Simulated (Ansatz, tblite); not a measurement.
# The cluster Sn5S5: which isomer is lowest, part 2 of 2

Aim: relax the candidate shapes of the cluster Sn5S5 that a cheap search turned up, and see how the levels of theory order them.

Ansatz 0.2.0, Gaussian basis; relaxed with PBE0-D4/def2-SVP, singlet. The steps go on from the part before.

### 3 Relaxing candidate B

in.yaml reads:

```yaml
crystal:
  periodic: [false, false, false]
  atoms:
    - {symbol: Sn, position_ang: [-1.126010, 2.243020, 0.892920]}
    - {symbol: Sn, position_ang: [2.656620, -0.048670, -0.308830]}
    - {symbol: Sn, position_ang: [-0.639450, 1.074640, -2.209190]}
    - {symbol: Sn, position_ang: [-1.564750, -2.153990, -0.035480]}
    - {symbol: Sn, position_ang: [0.421300, -0.461140, 2.672370]}
    - {symbol: S, position_ang: [-1.714560, -1.107740, -2.218450]}
    - {symbol: S, position_ang: [1.194030, 1.653010, 1.391690]}
    - {symbol: S, position_ang: [-1.909890, 0.050990, 1.650830]}
    - {symbol: S, position_ang: [1.729220, 0.563120, -2.461050]}
    - {symbol: S, position_ang: [0.953500, -1.813240, 0.625200]}
basis:
  gaussian: {orbitals: def2-SVP}
hamiltonian: {xc: pbe0, dispersion: d4}
scf: {lower_state_search: "off"}
output: {orbitals: {seedname: orbitals}}
relax: {f_tol: 0.03, max_steps: 70}
```

Run with:

```
$ ansatz run in.yaml --threads 4 --pin off --events-out ev --progress --plain --max-ram 6963MiB
```

The log of the run:

```text
Functional definition: PBE0
  name "PBE0"
  cite "Adamo & Barone, J. Chem. Phys. 110, 6158 (1999) doi:10.1063/1.478522"
  cite "Perdew, Burke & Ernzerhof, Phys. Rev. Lett. 77, 3865 (1996) doi:10.1103/PhysRevLett.77.3865"
  parent pbe
  parameter a = 0.25
  parameter kappa = 0.804
  parameter beta = 0.06672455060314922
  exchange = (1 - a)*pbe_x(kappa = kappa, mu = beta*pi^2/3) + a*exact_x
  correlation = pbe_c(beta = beta)
these checks for a lower state are left out or cut short: stability, starts, cluster_reference, orbital_swaps, neighbouring_geometries, increment
2708 factors; integrals over basis functions are off by at most 2.9e-4 eV
mean field evaluation 1: about -83306.2156 eV, gradient 3.6e1 eV
mean field evaluation 2: about -83297.2613 eV, gradient 6.2e1 eV
mean field evaluation 4: about -83310.6380 eV, gradient 4.3e0 eV
mean field evaluation 8: about -83310.7100 eV, gradient 8.1e-2 eV
mean field evaluation 16: about -83310.7100 eV, gradient 1.7e-4 eV
mean field -83310.71004530 eV, -3061.6121241374 hartree, gradient 6.7e-6 eV, S^2 0.000000; 0 other end points of the search recorded, 0 dependent functions left out
the calculation of the forces begins
reference -83310.71008113 eV, -3061.6121254542 hartree; 95, 95 occupied and 125, 125 virtual orbitals, 2708 factors
relax step   1: F+E_penalty+E_count = -83311.87507202 eV  Δ(F+E_penalty+E_count) = +0.000e0 eV  max|allowed force component| = 8.816e-1 eV/Å  Δτ_max = 0.0000 Å  (18 SCF iters, accepted)
these checks for a lower state are left out or cut short: stability, starts, cluster_reference, orbital_swaps, neighbouring_geometries, increment
2708 factors; integrals over basis functions are off by at most 3.0e-4 eV
mean field -83310.92875654 eV, -3061.6201616273 hartree, gradient 3.0e-6 eV, S^2 0.000000; 0 other end points of the search recorded, 0 dependent functions left out
the calculation of the forces begins
reference -83310.92879170 eV, -3061.6201629194 hartree; 95, 95 occupied and 125, 125 virtual orbitals, 2708 factors
relax step   2: F+E_penalty+E_count = -83312.07955058 eV  Δ(F+E_penalty+E_count) = -2.045e-1 eV  max|allowed force component| = 6.695e-1 eV/Å  Δτ_max = 0.1942 Å  (26 SCF iters, accepted)
these checks for a lower state are left out or cut short: stability, starts, cluster_reference, orbital_swaps, neighbouring_geometries, increment
2708 factors; integrals over basis functions are off by at most 3.0e-4 eV
mean field evaluation 32: about -83311.0169 eV, gradient 1.7e-1 eV
mean field -83311.01761791 eV, -3061.6234272221 hartree, gradient 3.1e-6 eV, S^2 0.000000; 0 other end points of the search recorded, 0 dependent functions left out
the calculation of the forces begins
reference -83311.01765350 eV, -3061.6234285302 hartree; 95, 95 occupied and 125, 125 virtual orbitals, 2708 factors
relax step   3: F+E_penalty+E_count = -83312.16814999 eV  Δ(F+E_penalty+E_count) = -8.860e-2 eV  max|allowed force component| = 3.052e-1 eV/Å  Δτ_max = 0.0918 Å  (22 SCF iters, accepted)
these checks for a lower state are left out or cut short: stability, starts, cluster_reference, orbital_swaps, neighbouring_geometries, increment
2708 factors; integrals over basis functions are off by at most 2.9e-4 eV
mean field -83311.08184843 eV, -3061.6257876502 hartree, gradient 9.6e-6 eV, S^2 0.000000; 0 other end points of the search recorded, 0 dependent functions left out
the calculation of the forces begins
reference -83311.08188398 eV, -3061.6257889566 hartree; 95, 95 occupied and 125, 125 virtual orbitals, 2708 factors
relax step   4: F+E_penalty+E_count = -83312.24048882 eV  Δ(F+E_penalty+E_count) = -7.234e-2 eV  max|allowed force component| = 2.874e-1 eV/Å  Δτ_max = 0.2000 Å  (23 SCF iters, accepted)
these checks for a lower state are left out or cut short: stability, starts, cluster_reference, orbital_swaps, neighbouring_geometries, increment
2708 factors; integrals over basis functions are off by at most 2.9e-4 eV
mean field -83311.08782306 eV, -3061.6260072138 hartree, gradient 8.3e-6 eV, S^2 0.000000; 0 other end points of the search recorded, 0 dependent functions left out
the calculation of the forces begins
reference -83311.08785838 eV, -3061.6260085118 hartree; 95, 95 occupied and 125, 125 virtual orbitals, 2708 factors
relax step   5: F+E_penalty+E_count = -83312.25064088 eV  Δ(F+E_penalty+E_count) = -1.015e-2 eV  max|allowed force component| = 2.830e-1 eV/Å  Δτ_max = 0.1951 Å  (22 SCF iters, accepted)
these checks for a lower state are left out or cut short: stability, starts, cluster_reference, orbital_swaps, neighbouring_geometries, increment
2708 factors; integrals over basis functions are off by at most 2.9e-4 eV
mean field -83311.10590419 eV, -3061.6266716832 hartree, gradient 3.6e-6 eV, S^2 0.000000; 0 other end points of the search recorded, 0 dependent functions left out
the calculation of the forces begins
reference -83311.10593952 eV, -3061.6266729814 hartree; 95, 95 occupied and 125, 125 virtual orbitals, 2708 factors
relax step   6: F+E_penalty+E_count = -83312.26629925 eV  Δ(F+E_penalty+E_count) = -1.566e-2 eV  max|allowed force component| = 2.555e-2 eV/Å  Δτ_max = 0.0623 Å  (21 SCF iters, accepted)
Total energy: -83312.26633457 eV, -3061.6693167131 hartree
Atom 0 at    -1.120432     2.305155     0.768686 Å, force    -0.003290     0.002507     0.000129 eV/Å
Atom 1 at     2.684959     0.045568    -0.273963 Å, force     0.001430     0.009785     0.025549 eV/Å
Atom 2 at    -0.514940     0.813052    -1.718270 Å, force    -0.013813     0.010350     0.011130 eV/Å
Atom 3 at    -1.641036    -2.141095    -0.001760 Å, force    -0.007342     0.010947     0.015233 eV/Å
Atom 4 at     0.390531    -0.442418     2.622662 Å, force     0.000595     0.002565     0.021889 eV/Å
Atom 5 at    -1.787255    -1.131507    -2.294495 Å, force    -0.016663    -0.021596    -0.012290 eV/Å
Atom 6 at     1.300998     1.685905     1.361842 Å, force    -0.002914    -0.021116    -0.012921 eV/Å
Atom 7 at    -1.981579     0.021303     1.572986 Å, force     0.019112     0.003129    -0.015310 eV/Å
Atom 8 at     1.733868     0.631493    -2.520133 Å, force     0.019547     0.010170    -0.014351 eV/Å
Atom 9 at     0.934896    -1.787457     0.482454 Å, force     0.003339    -0.006740    -0.019058 eV/Å
Dipole moment:    -0.120498     0.300990     0.442412 e Å
Checks for a lower state left out: stability, starts, cluster_reference, orbital_swaps, neighbouring_geometries, increment
```

Wall time 72 s (4 threads of Arm Neoverse V2, shared host); peak memory 1.1 GiB.

Relaxation path:

```
step  energy from step 1 (eV)  largest force component (eV/Å)
   1                   0.0000                          0.8816
   2                  -0.2045                          0.6695
   3                  -0.2931                          0.3052
   4                  -0.3654                          0.2874
   5                  -0.3756                          0.2830
   6                  -0.3912                          0.0255
```

Close pairs (by a distance rule), those that changed most:

```
   bond  before (Å)  after (Å)  change (Å)
Sn1–Sn3       3.350      2.963      -0.388
 Sn1–S7       2.445      2.569      +0.123
 Sn1–S8       2.448      2.570      +0.122
 Sn2–S7       2.815      2.699      -0.117
 Sn4–S8       2.797      2.697      -0.101
 Sn2–S9       2.422      2.509      +0.087
 Sn4–S6       2.425      2.509      +0.084
Sn5–S10       2.510      2.586      +0.075
```

### 4 The relaxed candidates

```
candidate  point group         bonds (count, mean Å)  energy above the lowest (kJ/mol)
        A           Cs                 S–Sn 14, 2.59                               0.0
        B           Cs  S–Sn 13, 2.58; Sn–Sn 1, 2.96                              44.5
```

### 5 Candidate B, GFN1-xTB

Tight binding, by tblite at 300 K electronic temperature and without a spin-polarisation term:

```python
tblite.interface.Calculator('GFN1-xTB', numbers, positions, charge=0, uhf=0).singlepoint()
```

Energy -855.2288 eV, HOMO -9.96 eV, LUMO -7.59 eV; 0.018 s.

### 6 Candidate B, GFN2-xTB

Tight binding, by tblite at 300 K electronic temperature and without a spin-polarisation term:

```python
tblite.interface.Calculator('GFN2-xTB', numbers, positions, charge=0, uhf=0).singlepoint()
```

Energy -742.8114 eV, HOMO -10.66 eV, LUMO -8.85 eV; 0.047 s.

### 7 Candidate B, PBE0-D4/def2-TZVP

start.molden holds the orbitals of an earlier run on this state, given as this run's starting guess.

in.yaml reads:

```yaml
crystal:
  periodic: [false, false, false]
  atoms:
    - {symbol: Sn, position_ang: [-1.120432, 2.305155, 0.768686]}
    - {symbol: Sn, position_ang: [2.684959, 0.045568, -0.273963]}
    - {symbol: Sn, position_ang: [-0.514940, 0.813052, -1.718270]}
    - {symbol: Sn, position_ang: [-1.641036, -2.141095, -0.001760]}
    - {symbol: Sn, position_ang: [0.390531, -0.442418, 2.622662]}
    - {symbol: S, position_ang: [-1.787255, -1.131507, -2.294495]}
    - {symbol: S, position_ang: [1.300998, 1.685905, 1.361842]}
    - {symbol: S, position_ang: [-1.981579, 0.021303, 1.572986]}
    - {symbol: S, position_ang: [1.733868, 0.631493, -2.520133]}
    - {symbol: S, position_ang: [0.934896, -1.787457, 0.482454]}
basis:
  gaussian: {orbitals: def2-TZVP, initial_orbitals: start.molden}
hamiltonian: {xc: pbe0, dispersion: d4}
scf: {omitted_lower_state_checks: [starts]}
output: {orbitals: {seedname: orbitals}}
```

The command is unchanged.

The log of the run:

```text
Functional definition: PBE0
  name "PBE0"
  cite "Adamo & Barone, J. Chem. Phys. 110, 6158 (1999) doi:10.1063/1.478522"
  cite "Perdew, Burke & Ernzerhof, Phys. Rev. Lett. 77, 3865 (1996) doi:10.1103/PhysRevLett.77.3865"
  parent pbe
  parameter a = 0.25
  parameter kappa = 0.804
  parameter beta = 0.06672455060314922
  exchange = (1 - a)*pbe_x(kappa = kappa, mu = beta*pi^2/3) + a*exact_x
  correlation = pbe_c(beta = beta)
these checks for a lower state are left out or cut short: starts
3660 factors; their error is unknown
the host lacks memory for fits, so the integrals are decomposed
3491 factors; integrals over basis functions are off by at most 1.1e-3 eV
mean field evaluation 1: about -83326.0695 eV, gradient 1.9e2 eV
mean field evaluation 2: about -83330.0807 eV, gradient 6.2e0 eV
mean field evaluation 4: about -83330.4770 eV, gradient 8.3e-1 eV
mean field evaluation 8: about -83330.4799 eV, gradient 6.6e-5 eV
mean field -83330.47994439 eV, -3062.3386545284 hartree, gradient 6.6e-5 eV, S^2 0.000000; 0 other end points of the search recorded, 0 dependent functions left out
reference -83330.47998592 eV, -3062.3386560544 hartree; 95, 95 occupied and 340, 340 virtual orbitals, 3491 factors
Total energy: -83331.64038101 eV, -3062.3812997877 hartree
Checks for a lower state left out: starts
```

It took 37 s on 4 threads of Arm Neoverse V2, shared host; peak memory 3.5 GiB.

HOMO -6.37 eV, LUMO -3.18 eV.

### 8 Candidate B, PBE-D4/def2-TZVP

Edit in.yaml of step 7 so:

```diff
@@ -15,4 +15,4 @@
   gaussian: {orbitals: def2-TZVP, initial_orbitals: start.molden}
-hamiltonian: {xc: pbe0, dispersion: d4}
+hamiltonian: {xc: pbe, dispersion: d4}
 scf: {omitted_lower_state_checks: [starts]}
-output: {orbitals: {seedname: orbitals}}
+output: {forces: true, orbitals: {seedname: orbitals}}
```

Same command.

The log of the run:

```text
Functional definition: PBE
  name "PBE"
  cite "Perdew, Burke & Ernzerhof, Phys. Rev. Lett. 77, 3865 (1996) doi:10.1103/PhysRevLett.77.3865"
  parent pbe
  parameter kappa = 0.804
  parameter beta = 0.06672455060314922
  exchange = pbe_x(kappa = kappa, mu = beta*pi^2/3)
  correlation = pbe_c(beta = beta)
these checks for a lower state are left out or cut short: starts
3245 factors; their error is unknown
mean field evaluation 1: about -83325.4438 eV, gradient 1.8e1 eV
mean field evaluation 2: about -83325.7671 eV, gradient 5.0e-1 eV
mean field evaluation 4: about -83325.7387 eV, gradient 1.4e-1 eV
mean field evaluation 8: about -83325.7387 eV, gradient 2.2e-5 eV
mean field -83325.73868951 eV, -3062.1644166252 hartree, gradient 2.2e-5 eV, S^2 0.000000; 0 other end points of the search recorded, 0 dependent functions left out
the calculation of the forces begins
reference -83325.73874451 eV, -3062.1644186466 hartree; 95, 95 occupied and 340, 340 virtual orbitals, 3245 factors
Total energy: -83327.04203343 eV, -3062.2123136310 hartree
Atom 0 at    -1.120432     2.305155     0.768686 Å, force     0.035232    -0.062038     0.097687 eV/Å
Atom 1 at     2.684959     0.045568    -0.273963 Å, force    -0.094747     0.025852     0.019342 eV/Å
Atom 2 at    -0.514940     0.813052    -1.718270 Å, force    -0.051837     0.079829    -0.067809 eV/Å
Atom 3 at    -1.641036    -2.141095    -0.001760 Å, force     0.036547     0.097634     0.001686 eV/Å
Atom 4 at     0.390531    -0.442418     2.622662 Å, force    -0.014993     0.022768    -0.060854 eV/Å
Atom 5 at    -1.787255    -1.131507    -2.294495 Å, force    -0.069114    -0.126389    -0.009825 eV/Å
Atom 6 at     1.300998     1.685905     1.361842 Å, force     0.068063     0.098884     0.027434 eV/Å
Atom 7 at    -1.981579     0.021303     1.572986 Å, force    -0.115139     0.017704     0.038608 eV/Å
Atom 8 at     1.733868     0.631493    -2.520133 Å, force     0.135192    -0.011614    -0.022558 eV/Å
Atom 9 at     0.934896    -1.787457     0.482454 Å, force     0.070797    -0.142630    -0.023709 eV/Å
Dipole moment:    -0.099426     0.261507     0.468187 e Å
Checks for a lower state left out: starts
```

Wall time 14 s (4 threads of Arm Neoverse V2, shared host); peak memory 1.7 GiB.

Report: HOMO -5.51 eV, LUMO -3.70 eV.

### 9 Candidate B, r2SCAN-D4/def2-TZVP

Edit in.yaml of step 8 so:

```diff
@@ -15,4 +15,4 @@
   gaussian: {orbitals: def2-TZVP, initial_orbitals: start.molden}
-hamiltonian: {xc: pbe, dispersion: d4}
+hamiltonian: {xc: r2scan, dispersion: d4}
 scf: {omitted_lower_state_checks: [starts]}
-output: {forces: true, orbitals: {seedname: orbitals}}
+output: {orbitals: {seedname: orbitals}}
```

Same command.

The log of the run:

```text
Functional definition: r2SCAN
  name "r2SCAN"
  cite "Furness, Kaplan, Ning, Perdew & Sun, J. Phys. Chem. Lett. 11, 8208 (2020) doi:10.1021/acs.jpclett.0c02405"
  cite "Furness, Kaplan, Ning, Perdew & Sun, J. Phys. Chem. Lett. 11, 9248 (2020) doi:10.1021/acs.jpclett.0c03077"
  parent r2scan
  parameter k0 = 0.174
  parameter k1 = 0.065
  parameter a1 = 4.9479
  exchange = r2scan_x(k0 = k0, k1 = k1, a1 = a1)
  correlation = r2scan_c
these checks for a lower state are left out or cut short: starts
3245 factors; their error is unknown
mean field evaluation 1: about -83356.0534 eV, gradient 1.4e1 eV
mean field evaluation 2: about -83356.1923 eV, gradient 2.3e-1 eV
mean field evaluation 4: about -83356.1525 eV, gradient 9.7e-4 eV
mean field -83356.15251750 eV, -3063.2821041885 hartree, gradient 1.9e-5 eV, S^2 0.000000; 0 other end points of the search recorded, 0 dependent functions left out
reference -83356.15253494 eV, -3063.2821048294 hartree; 95, 95 occupied and 340, 340 virtual orbitals, 3245 factors
Total energy: -83356.43964925 eV, -3063.2926560860 hartree
Checks for a lower state left out: starts
```

Wall time 31 s (4 threads of Arm Neoverse V2, shared host); peak memory 1.7 GiB.

Report: HOMO -5.77 eV, LUMO -3.72 eV.

### 10 B against A

The energies of A at these levels come from its own runs, whose logs aren't repeated here.

```
              level  B above A (kJ/mol)     time
           GFN1-xTB               +57.7  0.035 s
           GFN2-xTB               +82.5  0.078 s
   PBE-D4/def2-TZVP               +38.8     26 s
r2SCAN-D4/def2-TZVP               +38.0     61 s
  PBE0-D4/def2-TZVP               +36.1     78 s
```

Times add the two runs; a level without a time comes out of a correlated run.

### 11 Outcome

What follows sums up all 2 parts.

| quantity | value |
| --- | --- |
| B above A, range of the levels free of doubt, tight binding aside | +36.1 to +38.8 kJ/mol |
| levels that put B lower | none |

What this shows: All levels free of doubt put A (Cs) below B (Cs), by 36.1 to 82.5 kJ/mol. The search was small, so a lower isomer may exist. Only singlets are compared; another spin may lie lower and prefer another shape.
